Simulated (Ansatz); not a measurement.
# BH7N2O: the cost of one run

Method: RKS BLYP-D4/def2-SVP, in Ansatz 0.2.0.

## 1. Starting point

Bond lengths: B1–O2 1.760 Å, O2–H3 1.010 Å, B1–N4 1.550 Å, N4–H5 1.060 Å, N4–H6 1.060 Å, B1–N7 1.550 Å, N7–H8 1.060 Å, N7–H9 1.060 Å. Angles: B1–O2–H3 109.5°, O2–B1–N4 120.0°, O2–B1–N7 120.0°, N4–B1–N7 120.0°, B1–N4–H5 120.0°, B1–N4–H6 120.0°, H5–N4–H6 120.0°, B1–N7–H8 120.0°, B1–N7–H9 120.0°, H8–N7–H9 120.0°.

Coordinates:

```xyz
11

B     0.0000    0.0000    0.0000
O     0.0000    0.0000    1.7600
H    -0.9095   -0.2814    2.0971
N     1.3423    0.0000   -0.7750
H     1.8089   -0.9179   -1.0268
H     1.7937    0.9179   -1.0532
N    -1.3423    0.0000   -0.7750
H    -2.0112   -0.8164   -0.6764
H    -1.5914    0.8164   -1.4036
H     0.0668    1.4124    0.4698
H     0.0544    1.1498    1.3187
```

## 2. Pulling towards end A

Springs on the bonds that form and break draw the guess towards this end; the thresholds are loose.

The input, input.yaml:

```yaml
crystal:
  periodic: [false, false, false]
  atoms:
    - { symbol: B, position_ang: [0.0, 0.0, 0.0] }
    - { symbol: O, position_ang: [0.0, 0.0, 1.76] }
    - { symbol: H, position_ang: [-0.9095, -0.2814, 2.0971] }
    - { symbol: "N", position_ang: [1.3423, 0.0, -0.775] }
    - { symbol: H, position_ang: [1.8089, -0.9179, -1.0268] }
    - { symbol: H, position_ang: [1.7937, 0.9179, -1.0532] }
    - { symbol: "N", position_ang: [-1.3423, 0.0, -0.775] }
    - { symbol: H, position_ang: [-2.0112, -0.8164, -0.6764] }
    - { symbol: H, position_ang: [-1.5914, 0.8164, -1.4036] }
    - { symbol: H, position_ang: [0.0668, 1.4124, 0.4698] }
    - { symbol: H, position_ang: [0.0544, 1.1498, 1.3187] }
basis:
  gaussian: { orbitals: def2-SVP }
hamiltonian:
  xc: blyp
  dispersion: d4
relax:
  f_tol: 0.15
  max_steps: 25
  restrain:
    - { distance: [0, 9], at: 2.39, k: 30.0 }
    - { distance: [10, 1], at: 2.21, k: 30.0 }
    - { distance: [0, 1], at: 1.41, k: 30.0 }
    - { distance: [10, 9], at: 0.66, k: 30.0 }
```

The run is started by

```sh
ansatz run input.yaml --threads 2 --pin off --max-ram 3072MiB --backend cpu --events-out ev --progress --plain --runs-dir out
```

**Question.** How long does this run take on 2 threads of Intel Xeon Platinum 8259CL at 2.50GHz (Skylake/Cascade Lake), shared host, and how much memory does it need?

About 33 s, with a peak of 0.16 GiB.
